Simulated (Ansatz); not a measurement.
# C₂H₇ClOSi: up Jacob's ladder to CCSD(T)

One table from this session's results is given with a row withheld; the runs are named, their logs left out.

The runs use Ansatz 0.2.0, Gaussian basis; functionals in def2-TZVPP, the program's frozen cores in correlated methods.

Plan: LDA (SPW92), PBE-D4, revPBE-D4, BLYP-D4, r2SCAN-D4, B97M-V, PBE0-D4, B3LYP-D4, r2SCANh-D4, r2SCAN0-D4, HSE06-D4, BHLYP-D4, CAM-B3LYP-D4, LC-ωPBE, ωB97X-V, ωB97M-V, B2PLYP, PBE-QIDH; CCSD(T)/def2-SVP; CCSD(T)/def2-TZVPP; MP2/def2-QZVPP; extrapolation to the limit; RPA on PBE.

## The relaxed structure

The geometry comes from an earlier relaxation with PBE0-D4 in a triple-zeta def2 set; it is a stationary point, not always the lowest conformer.

SMILES `C[Si](C)(O)Cl`, 12 atoms, charge 0, spin multiplicity 1.

Atoms are counted from 1 here; the program's logs count them from 0.

Bond lengths: C1–Si2 1.856 Å, C1–H6 1.092 Å, C1–H7 1.093 Å, C1–H8 1.093 Å, Si2–C3 1.848 Å, Si2–O4 1.641 Å, Si2–Cl5 2.076 Å, C3–H9 1.092 Å, C3–H10 1.092 Å, C3–H11 1.093 Å, O4–H12 0.958 Å. Angles: Si2–C1–H6 110.8°, Si2–C1–H7 111.1°, Si2–C1–H8 110.3°, H6–C1–H7 107.8°, H6–C1–H8 108.4°, H7–C1–H8 108.3°, C1–Si2–C3 113.8°, C1–Si2–O4 112.2°, C1–Si2–Cl5 106.6°, C3–Si2–O4 106.6°, C3–Si2–Cl5 109.0°, O4–Si2–Cl5 108.6°, Si2–C3–H9 110.9°, Si2–C3–H10 110.4°, Si2–C3–H11 110.2°, H9–C3–H10 108.4°, H9–C3–H11 108.5°, H10–C3–H11 108.3° and more.

Set-up of the first run:

in.yaml reads:

```yaml
crystal:
  periodic: [false, false, false]
  atoms:
    - {symbol: C, position_ang: [-1.540879, 0.439349, 0.063959]}
    - {symbol: Si, position_ang: [0.256019, 0.199798, -0.333940]}
    - {symbol: C, position_ang: [1.195782, -0.708020, 0.973503]}
    - {symbol: O, position_ang: [0.475290, -0.632382, -1.731583]}
    - {symbol: Cl, position_ang: [1.070309, 2.095849, -0.558495]}
    - {symbol: H, position_ang: [-1.659964, 0.999142, 0.994479]}
    - {symbol: H, position_ang: [-2.048376, 0.995126, -0.727967]}
    - {symbol: H, position_ang: [-2.036928, -0.528433, 0.176555]}
    - {symbol: H, position_ang: [1.117979, -0.195700, 1.934661]}
    - {symbol: H, position_ang: [2.251313, -0.778894, 0.704384]}
    - {symbol: H, position_ang: [0.801407, -1.721054, 1.088375]}
    - {symbol: H, position_ang: [0.195250, -0.220180, -2.549829]}
basis:
  gaussian: {orbitals: def2-TZVPP}
hamiltonian: {xc: lda}
output: {orbitals: {seedname: orbitals}}
```

Command:

```console
> ansatz run in.yaml --threads 4 --pin off --events-out ev --progress --plain --max-ram 10444MiB
```

Steps of the session up to this table: LDA; PBE-D4 (GGA); revPBE-D4 (GGA); BLYP-D4 (GGA); r2SCAN-D4 (meta-GGA); B97M-V (meta-GGA); PBE0-D4 (hybrid); B3LYP-D4 (hybrid); r2SCANh-D4 (hybrid); r2SCAN0-D4 (hybrid); HSE06-D4 (hybrid); BHLYP-D4 (hybrid); CAM-B3LYP-D4 (range-separated); LC-ωPBE (range-separated); ωB97X-V (range-separated); ωB97M-V (range-separated); B2PLYP (double hybrid); PBE-QIDH (double hybrid).

One of the session's tables, all rows but one given; the rest of the session is left out.

It belongs to the step «Orbital energies across the functionals». 

```
  functional  HOMO (eV)  LUMO (eV)  gap (eV)
 LDA (SPW92)      -7.14      -0.29      6.85
      PBE-D4      -7.01      -0.13      6.88
   revPBE-D4      -6.96      -0.04      6.91
     BLYP-D4      -6.90      -0.15      6.74
   r2SCAN-D4      -7.34       0.56      7.90
      B97M-V      -7.43       0.10      7.53
     PBE0-D4      -8.39       0.72      9.10
    B3LYP-D4      -8.16       0.36      8.52
  r2SCANh-D4      -7.84       0.82      8.66
  r2SCAN0-D4      -8.60       1.18      9.78
    HSE06-D4      -7.98       0.35      8.33
    BHLYP-D4      -9.67       1.32     10.99
CAM-B3LYP-D4      -9.79       1.47     11.25
     LC-ωPBE     -11.14       2.81     13.95
     ωB97X-V          ?          ?         ?
     ωB97M-V     -10.64       2.13     12.77
```

**Question.** Estimate the row for ωB97X-V.

**Answer.** HOMO (eV): -10.79; LUMO (eV): 2.57; gap (eV): 13.37. In the column «HOMO (eV)» it lies between LC-ωPBE (-11.14) and ωB97M-V (-10.64).
